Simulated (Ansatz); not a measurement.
## C2H6OS, SMILES CS(C)=O: energies of removing a hydrogen, step by step

Computed with Ansatz's Python interface.

The cells in order, each with its output:

**Cell 1**
```python
import ansatz as az


def total_energy(molecule, charge=0, unpaired=0):
    calc = (
        molecule.calculation()
        .basis(gaussian='def2-TZVP')
        .functional('cam_b3lyp')
    )
    if charge:
        calc = calc.charge(charge)
    if unpaired:
        calc = calc.spin('collinear', total=unpaired)
    return calc.run(threads=1).report['free_energy_ev']
```

**Cell 2**
```python
def without(molecule, index):
    rest = az.Crystal.molecule()
    for i, site in enumerate(molecule.cartesian_sites):
        if i != index:
            rest = rest.atom(site.symbol, site.position_ang)
    return rest
```

**Cell 3**
```python
geometry_ang = [
    ('C', (-0.5013, 0.9741, -0.6998)),
    ('S', (0.3445, -0.5494, -0.8362)),
    ('C', (0.6523, -0.7015, 0.9214)),
    ('O', (-0.5715, -1.5982, -1.2046)),
    ('H', (-0.8925, 1.2951, -1.7266)),
    ('H', (-1.4114, 0.9197, -0.0509)),
    ('H', (0.1451, 1.7953, -0.3231)),
    ('H', (-0.215, -0.6936, 1.4878)),
    ('H', (1.3141, 0.148, 1.3047)),
    ('H', (1.2189, -1.6407, 1.1303)),
]
mol = az.Crystal.molecule()
for symbol, xyz in geometry_ang:
    mol = mol.atom(symbol, xyz)
```

**Cell 4**
```python
whole = total_energy(mol, 0)
hydrogen = total_energy(az.Crystal.molecule().atom('H', (0, 0, 0)), 0, 1)
print(f'E(molecule) = {whole:.5f} eV, E(H) = {hydrogen:.5f} eV')
for index in [9]:
    radical = total_energy(without(mol, index), 0, 1)
    print(f'H{index}: homolysis {(radical + hydrogen - whole):.3f} eV')
```
Output:
```text
E(molecule) = -15053.65540 eV, E(H) = -13.57334 eV
H9: homolysis 5.026 eV
```

Notes:
- Total energies depend on the basis set; only differences at equal settings carry meaning.
- The geometry is a force-field or estimated start, not a minimum of this method, and the basis set is short of its limit. All parts are taken at fixed geometry, without zero-point energy.
- Timing: 11 s on 1 thread of Intel(R) Xeon(R) Platinum 8488C (Sapphire Rapids), with other jobs on the host, peak memory 0.49 GiB.

(Lines on the test bed's own set-up are left out of the output.)
